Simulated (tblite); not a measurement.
# C5H15NSi2: the cost of one run

Computed with tblite 0.8.0 and PySCF 2.14.0, with density-fitted response routines of our own, on a single molecule, in the gas phase or a continuum. Atoms are numbered from 0 throughout.

### 1 Starting geometry

23 atoms, charge 0, multiplicity 1; geometry from: force field or distance geometry start.

Bonds of the start (Å): C0–C1 1.53, C1–C2 1.49, C2–C3 1.33, C3–Si4 1.85, Si4–N5 1.78, N5–Si6 1.78, Si6–C7 1.88, C0–H8 1.12, C0–H9 1.08, C0–H10 1.11, C1–H11 1.10, C1–H12 1.13, C2–H13 1.09, C3–H14 1.10, Si4–H15 1.47, Si4–H16 1.49, N5–H17 1.04, Si6–H18 1.45, Si6–H19 1.47, C7–H20 1.11, C7–H21 1.12, C7–H22 1.09.

### 2 Relaxing the molecule with GFN2-xTB

Job settings and geometry (Å):

```
{"job": {"kind": "relax", "xc": "GFN2-xTB", "basis": "xTB"}, "charge": 0, "multiplicity": 1}
C      3.881300     1.062200    -0.833700
C      3.106900     0.931600     0.481100
C      2.160400    -0.200900     0.292500
C      0.869400     0.074100     0.411800
Si    -0.331600    -1.312300     0.182000
N     -1.878800    -0.760300     0.854400
Si    -3.271300    -1.122900    -0.186800
C     -4.013700     0.530900    -0.686600
H      3.186900     0.668000    -1.616400
H      4.746800     0.413400    -0.801700
H      4.107000     2.129900    -1.053900
H      3.768600     0.810900     1.352000
H      2.534600     1.899400     0.578500
H      2.510800    -1.198200     0.039600
H      0.511800     1.078100     0.669800
H     -0.492400    -1.644600    -1.239000
H      0.197000    -2.513600     0.877000
H     -1.815200     0.271900     0.967900
H     -2.972100    -1.966700    -1.325400
H     -4.297800    -1.769200     0.651300
H     -5.076800     0.405300    -0.992900
H     -4.017300     1.208800     0.205800
H     -3.419200     1.031300    -1.458000
```

On the command line:

```sh
$ OMP_NUM_THREADS=1 python probes_run.py task.json out
```

This one command runs all jobs of the session in turn.

Q: Estimate the wall time and peak memory of this first job on 1 thread of Arm Neoverse N1, shared host.

About 2.8 s, with a peak of 0.18 GiB.
